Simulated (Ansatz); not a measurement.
**AlIr: how the settings move a relaxation**

Question: which choices in the input matter for AlIr?

Program: Ansatz 0.2.0. Level of theory: reference: DFT, LDA, PAW with Ansatz's default frozen-core files, scalar-relativistic; relaxation of cell and atoms. These are calculated values, not measurements.

1 further run of the same task is left out (set aside as unsound or not needed). Runs told in other sessions of the task aren't counted.

## (1) The system as given

It takes space group Pm-3m (No. 221, cubic). Conventional cell: a = 2.970 Å, b = 2.970 Å, c = 2.970 Å, α = 90.00°, β = 90.00°, γ = 90.00°. Around Al (site symmetry m-3m) lie 8 Ir at 2.57 Å. Around Ir (site symmetry m-3m) lie 8 Al at 2.57 Å.

As a file:

```cif
data_structure
_symmetry_space_group_name_H-M 'Pm-3m'
_symmetry_Int_Tables_number 221
_cell_length_a 2.9697
_cell_length_b 2.9697
_cell_length_c 2.9697
_cell_angle_alpha 90.000
_cell_angle_beta 90.000
_cell_angle_gamma 90.000
_cell_volume 26.19
loop_
_atom_site_label
_atom_site_type_symbol
_atom_site_symmetry_multiplicity
_atom_site_Wyckoff_symbol
_atom_site_fract_x
_atom_site_fract_y
_atom_site_fract_z
_atom_site_occupancy
Al1 Al 1 a 0.00000 0.00000 0.00000 1
Ir1 Ir 1 b 0.50000 0.50000 0.50000 1
```

## (2) The reference run

Input file input.yaml:

```yaml
crystal:
  lattice:
    - [2.96973142706, 0.0, 0.0]
    - [0.0, 2.96973142706, 0.0]
    - [0.0, 0.0, 2.96973142706]
  atoms:
    - { symbol: Al, position: [0.0, 0.0, 0.0] }
    - { symbol: Ir, position: [0.5, 0.5, 0.5] }
kpoints:
  mp_grid: { grid: [14, 14, 14] }
scf:
  occupations: { method: fermi_dirac, width: 0.1 }
hamiltonian:
  xc: lda
  pseudopotentials: { kind: paw }
relax:
  f_tol: 0.002
  max_steps: 80
  cell: { p_target: 5 }
output:
  forces: true
  stress: true
```

Launch:

```bash
$ ansatz run input.yaml --threads 1 --pin off --max-ram 2560MiB --backend cpu --events-out ev --progress --plain --runs-dir out
```

## (3) Changed: hubbard.sites [{species: Ir, l: d, u_eff: 1.0}], hubbard.double_counting fll

input.yaml: that of step 2 with these lines changed.

```diff
@@ -15,2 +15,3 @@
   pseudopotentials: { kind: paw }
+  hubbard: { sites: [{ species: Ir, l: d, u_eff: 1.0 }], double_counting: fll }
 relax:
@@ -22 +23,5 @@
   stress: true
+  write_density: true
+  write_potential: true
+  elf: true
+  volumetric_format: npy
```

## (4) Changing settings: lower_state_search standard, dispersion d3bj

input.yaml: that of step 2 with these lines changed.

```diff
@@ -12,2 +12,3 @@
   occupations: { method: fermi_dirac, width: 0.1 }
+  lower_state_search: standard
 hamiltonian:
@@ -15,2 +16,3 @@
   pseudopotentials: { kind: paw }
+  dispersion: d3bj
 relax:
@@ -22 +24,5 @@
   stress: true
+  write_density: true
+  write_potential: true
+  elf: true
+  volumetric_format: npy
```

**Question.** What will these runs give? Wanted: for each run, ending; energy change; pressure; gap; force.

As calculated:

```
                                                                            run     ending                                                     energy change  pressure (GPa)  gap (eV)  force (eV/Å)  cycles  time
                                                                      reference  converged                                                                 0             5.0      0.00          0.00      32  11 s
1: hubbard.sites [{species: Ir, l: d, u_eff: 1.0}], hubbard.double_counting fll  converged  +356.0 meV/atom (Hubbard term changed: no physical gain or loss)             5.0      0.00          0.00      23  20 s
                                2: lower_state_search standard, dispersion d3bj  converged          -602.5 meV/atom (dispersion and other settings together)             5.0      0.00          0.00      36  13 s
```

Times don't compare one to one where runs were asked for different outputs or read a saved state (see the inputs); cycles may leave out searches for a lower state.

What this shows: A changed U is a change of model: its shifts are not errors of convergence.
